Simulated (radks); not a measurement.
# Ionisation of V: one atom, several choices of relativity

An exercise on one series of results from a longer session: the logs are not shown, and one member is left open.

The numbers are computed with radks (a radial shooting solver on a logarithmic mesh, Libxc functionals) version 1 (Kohn-Sham, PBE, spin-unpolarised, spherical densities), except any that are marked as measured or tabulated.

## Starting point

- element: vanadium (Z = 23)
- charge: 0
- electrons: 23
- configuration: [Ar] 3d3 4s2
- ion: V⁺, [Ar] 3d4
- choices: non-relativistic; scalar-relativistic; Dirac, 2j+1 shares; Dirac, low j first; scalar-relativistic, finite nucleus; Dirac, 2j+1 shares, finite nucleus; Dirac, c × 1.5; Dirac, c × 10; Dirac, c × 1.25

Set-up of the first run:

Settings of this run:

```text
Z 23
configuration [Ar] 3d3 4s2
relativity non-relativistic
functional pbe,pbe
spin unpolarised
nucleus point
```

Among the steps run: non-relativistic: V.

One table of the session follows, with a row left open; its other results are not shown here.

It belongs to the step «non-relativistic: V». Sizes of the orbitals, from the radial functions (bohr):

```
level      <r>  outermost maximum (interpolated)  90 % within  nodes
   1s  0.06705                            0.0441        0.119      0
   2s   0.3110                             0.258        0.482      1
   2p   0.2751                             0.209        0.452      0
   3s        ?                                 ?            ?      ?
   3p    1.019                             0.847         1.57      1
   3d    1.436                             0.889         2.55      0
   4s    3.378                              2.79         5.12      3
```

Q: Estimate the row for 3s from the others.

**Answer.** <r>: 0.9560; outermost maximum (interpolated): 0.826; 90 % within: 1.43; nodes: 2. In the column «<r>» it lies between 2s (0.3110) and 3p (1.019).

Caveats from the session: Spin polarisation and multiplet splitting of open shells are left out at every level.
